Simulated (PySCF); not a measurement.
# CH7BNP: the cost of one run

Computed with PySCF 2.14.0, with density-fitted response routines of our own, on a single molecule in the gas phase. Atoms count from 0, in the outputs and in this text.

## Step 1: The molecule as given

11 atoms, charge 0, multiplicity 1; geometry from: PBE0-D3(BJ)/def2-SVP.

Bonds of the start (Å): C0–N1 1.44, N1–B2 1.39, B2–P3 1.93, C0–H4 1.10, C0–H5 1.10, C0–H6 1.10, N1–H7 1.01, B2–H8 1.21, P3–H9 1.43, P3–H10 1.43.

## Step 2: NMR shieldings: HF/pcSseg-2

Job settings and geometry (Å):

```
{"job": {"kind": "nmr", "xc": "HF", "basis": "pcSseg-2", "pop": false}, "charge": 0, "multiplicity": 1}
C     -1.670886     0.148510    -0.204181
N     -0.286797     0.256750     0.188288
B      0.826424     0.045596    -0.617227
P      2.627949     0.383868    -0.025570
H     -2.203289     1.109429    -0.101106
H     -1.727854    -0.158696    -1.256790
H     -2.210219    -0.600567     0.400114
H     -0.156399     0.517862     1.160204
H      0.650977    -0.269162    -1.774026
H      3.183857    -0.852680    -0.465929
H      2.493282    -0.011471     1.341296
```

Level: GIAO HF/pcSseg-2 NMR shielding, non-relativistic, gas phase.

Started as:

```console
> OMP_NUM_THREADS=1 python probes_run.py task.json out
```

One launch serves the whole session: the jobs run in the order shown.

Q: Estimate the wall time and peak memory of this first job on 1 thread of Arm Neoverse V2, shared host.

About 11 s, with a peak of 1 GiB.
